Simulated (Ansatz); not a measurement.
# Ga4Sb4 wurtzite atom sphere (Ga₄Sb₄H₁₄): structure and electronic state

What does Ga4Sb4 wurtzite atom sphere (Ga₄Sb₄H₁₄) look like as a singlet, and where do its frontier electrons sit?

The runs use Ansatz 0.2.0, Gaussian basis; RKS PBE0-D4/def2-TZVP.

Levels to be run: relaxation at PBE-D4/def2-SVP; a single point at PBE0-D4/def2-TZVP.

3 further runs of the same task are left out: 3 set aside as unsound or not needed.

**1. The starting structure**

22 atoms, charge 0, spin multiplicity 1.

Atoms are counted from 1 here; the program's logs count them from 0.

Bond lengths: Ga1–Sb2 2.643 Å, Ga1–Sb4 2.634 Å, Ga1–H9 1.582 Å, Ga1–H10 1.546 Å, Sb2–Ga6 2.655 Å, Sb2–H11 1.745 Å, Sb2–H12 1.679 Å, Ga3–Sb4 2.626 Å, Ga3–Sb5 2.629 Å, Ga3–H13 1.573 Å, Ga3–H14 1.541 Å, Sb4–Ga7 2.635 Å, Sb4–H15 1.730 Å, Sb5–Ga6 2.627 Å, Sb5–H16 1.717 Å, Sb5–H17 1.748 Å, Ga6–Sb8 2.653 Å, Ga6–H18 1.537 Å and more. Angles: Sb2–Ga1–Sb4 109.9°, Sb2–Ga1–H9 109.2°, Sb2–Ga1–H10 109.0°, Sb4–Ga1–H9 110.8°, Sb4–Ga1–H10 110.1°, H9–Ga1–H10 107.7°, Ga1–Sb2–Ga6 108.7°, Ga1–Sb2–H11 108.7°, Ga1–Sb2–H12 110.6°, Ga6–Sb2–H11 108.0°, Ga6–Sb2–H12 109.2°, H11–Sb2–H12 111.6°, Sb4–Ga3–Sb5 109.6°, Sb4–Ga3–H13 109.6°, Sb4–Ga3–H14 110.1°, Sb5–Ga3–H13 108.9°, Sb5–Ga3–H14 110.3°, H13–Ga3–H14 108.4° and more.

Sb takes a core potential in the def2 sets. No spin-orbit coupling is included.

The start is a built from a lattice or polyhedron geometry.

**2. Relaxation at PBE-D4/def2-SVP**

File in.yaml:

```yaml
crystal:
  periodic: [false, false, false]
  atoms:
    - {symbol: Ga, position_ang: [-2.151500, -1.232800, -1.323900]}
    - {symbol: Sb, position_ang: [-2.176200, -1.231600, 1.319200]}
    - {symbol: Ga, position_ang: [2.148600, -1.236400, -1.323400]}
    - {symbol: Sb, position_ang: [0.004400, 0.000400, -2.201100]}
    - {symbol: Sb, position_ang: [2.145600, -1.247600, 1.305300]}
    - {symbol: Ga, position_ang: [0.009000, 0.000600, 2.188600]}
    - {symbol: Ga, position_ang: [-0.011700, 2.486500, -1.328700]}
    - {symbol: Sb, position_ang: [-0.004100, 2.509700, 1.327600]}
    - {symbol: H, position_ang: [-2.197300, -2.725400, -1.844800]}
    - {symbol: H, position_ang: [-3.420400, -0.516000, -1.838900]}
    - {symbol: H, position_ang: [-2.124900, -2.883500, 1.880200]}
    - {symbol: H, position_ang: [-3.530400, -0.424600, 1.895800]}
    - {symbol: H, position_ang: [2.149000, -2.721800, -1.839700]}
    - {symbol: H, position_ang: [3.415700, -0.537600, -1.852500]}
    - {symbol: H, position_ang: [-0.001100, -0.014200, -3.930800]}
    - {symbol: H, position_ang: [2.158100, -2.866300, 1.878200]}
    - {symbol: H, position_ang: [3.570000, -0.421000, 1.890700]}
    - {symbol: H, position_ang: [-0.012300, 0.011000, 3.725400]}
    - {symbol: H, position_ang: [-1.244200, 3.200200, -1.828500]}
    - {symbol: H, position_ang: [1.257100, 3.197500, -1.846900]}
    - {symbol: H, position_ang: [-1.403600, 3.305200, 1.871100]}
    - {symbol: H, position_ang: [1.387800, 3.304100, 1.878800]}
basis:
  gaussian: {orbitals: def2-SVP}
hamiltonian: {xc: pbe, dispersion: d4}
scf: {lower_state_search: "off"}
output: {orbitals: {seedname: orbitals}}
relax: {f_tol: 0.03, max_steps: 70}
```

The run is started by

```bash
ansatz run in.yaml --threads 2 --pin off --events-out ev --progress --plain --max-ram 20480MiB --backend cuda --devices 0, --max-vram 18GiB
```

After this run come: Single point, PBE0-D4/def2-TZVP.

**Question.** What will the summary of the whole plan be? Wanted: point group; commonest bond, hydrogen aside; HOMO, LUMO at PBE0-D4/def2-TZVP; dipole at PBE-D4/def2-SVP.

The runs gave:

| quantity | value |
| --- | --- |
| point group | C3v |
| commonest bond, hydrogen aside | Ga–Sb, 9 of mean length 2.705 Å |
| HOMO, LUMO at PBE0-D4/def2-TZVP | -7.04, -1.53 eV |
| dipole at PBE-D4/def2-SVP | 3.24 D |

**Reading.** The molecule keeps its bonding pattern by the stored test; the atoms moved 0.19 Å (rms), and the angle H9–Ga1–H10 went from 108° to 126°. No usable vibrations, so a minimum isn't proven. The HOMO lies nearest to Sb4 35 %; Ga7 14 % and the LUMO to Sb2 20 %; Sb5 11 %. Whether this spin is the lowest isn't tested here.
